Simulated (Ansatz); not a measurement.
# Ge (buck sheet): the cost of one run

Method: DFT PBEsol, scalar-relativistic, plane waves, PAW, in Ansatz 0.2.0.

4 further runs of the same task are left out: 1 that didn't finish, 3 set aside as unsound or not needed.

### 1 Starting point

It takes space group P-3m1 (No. 164, trigonal). Conventional cell: a = 3.988 Å, b = 3.988 Å, c = 24.793 Å, α = 90.00°, β = 90.00°, γ = 120.00°. Around Ge (site symmetry 3m) lie 3 Ge at 2.39 Å.

As a file:

```cif
data_structure
_symmetry_space_group_name_H-M 'P 1'
_symmetry_Int_Tables_number 1
_cell_length_a 3.9884
_cell_length_b 3.9884
_cell_length_c 24.7926
_cell_angle_alpha 90.000
_cell_angle_beta 90.000
_cell_angle_gamma 120.000
_cell_volume 341.54
loop_
_atom_site_label
_atom_site_type_symbol
_atom_site_fract_x
_atom_site_fract_y
_atom_site_fract_z
_atom_site_occupancy
Ge1 Ge 0.33333 0.66667 0.35976 1
Ge2 Ge 0.66667 0.33333 0.38628 1
```

This sheet was relaxed beforehand with the same method; its gap on the mesh is none (metal).

### 2 Building the (4,4) tube

The tube is rolled from the relaxed sheet, its axis along c. Atoms and period relax; energies count from the flat sheet, -4252.9298 eV an atom.

The cell holds 16 Ge: a = 17.600 Å, b = 17.900 Å, c = 3.988 Å, α = 90.00°, β = 90.00°, γ = 90.00°.

### 3 Relaxing it

Pressure and volume refer to the whole cell with its vacuum; only the period along c may change.

input.yaml reads:

```yaml
crystal:
  lattice:
    - [17.6, 0.0, 0.0]
    - [0.0, 17.9, 0.0]
    - [0.0, 0.0, 3.9883607536]
  atoms:
    - { symbol: Ge, position: [0.7233178068, 0.5588349574, 0.5] }
    - { symbol: Ge, position: [0.615597803, 0.6968656043, 1.0] }
    - { symbol: Ge, position: [0.440162174, 0.7195750502, 0.5] }
    - { symbol: Ge, position: [0.2997787319, 0.6136604097, 1.0] }
    - { symbol: Ge, position: [0.2766821932, 0.4411650426, 0.5] }
    - { symbol: Ge, position: [0.384402197, 0.3031343957, 1.0] }
    - { symbol: Ge, position: [0.559837826, 0.2804249498, 0.5] }
    - { symbol: Ge, position: [0.7002212681, 0.3863395903, 1.0] }
    - { symbol: Ge, position: [0.7325746379, 0.6320265768, 1.0] }
    - { symbol: Ge, position: [0.5695069053, 0.7550557606, 0.5] }
    - { symbol: Ge, position: [0.3657229702, 0.728676739, 1.0] }
    - { symbol: Ge, position: [0.2405966981, 0.5683419851, 0.5] }
    - { symbol: Ge, position: [0.2674253621, 0.3679734232, 0.0] }
    - { symbol: Ge, position: [0.4304930947, 0.2449442394, 0.5] }
    - { symbol: Ge, position: [0.6342770298, 0.271323261, 1.0] }
    - { symbol: Ge, position: [0.7594033019, 0.4316580149, 0.5] }
basis:
  ecutwfc: 420
kpoints:
  mp_grid: { grid: [1, 1, 19] }
hamiltonian:
  xc: pbesol
scf:
  occupations: { method: gaussian, width: 0.05 }
output:
  forces: true
  stress: true
  eigenvalues: true
  populations: true
  write_density: true
  write_potential: true
  elf: true
  volumetric_format: npy
relax:
  adjacent_minimum: "off"
  f_tol: 0.02
  max_steps: 45
  cell: { fix: [a, b, alpha, beta, gamma], stress_tol: 0.03 }
```

Started as:

```sh
$ ansatz run input.yaml --threads 4 --pin off --max-ram 11264MiB --backend cpu --events-out ev --progress --plain --runs-dir out
```

**Question.** How long does this run take on 4 threads of Intel Xeon 6975P-C (Granite Rapids), shared host, and how much memory does it need?

About 2.1 min, with a peak of 4.2 GiB.
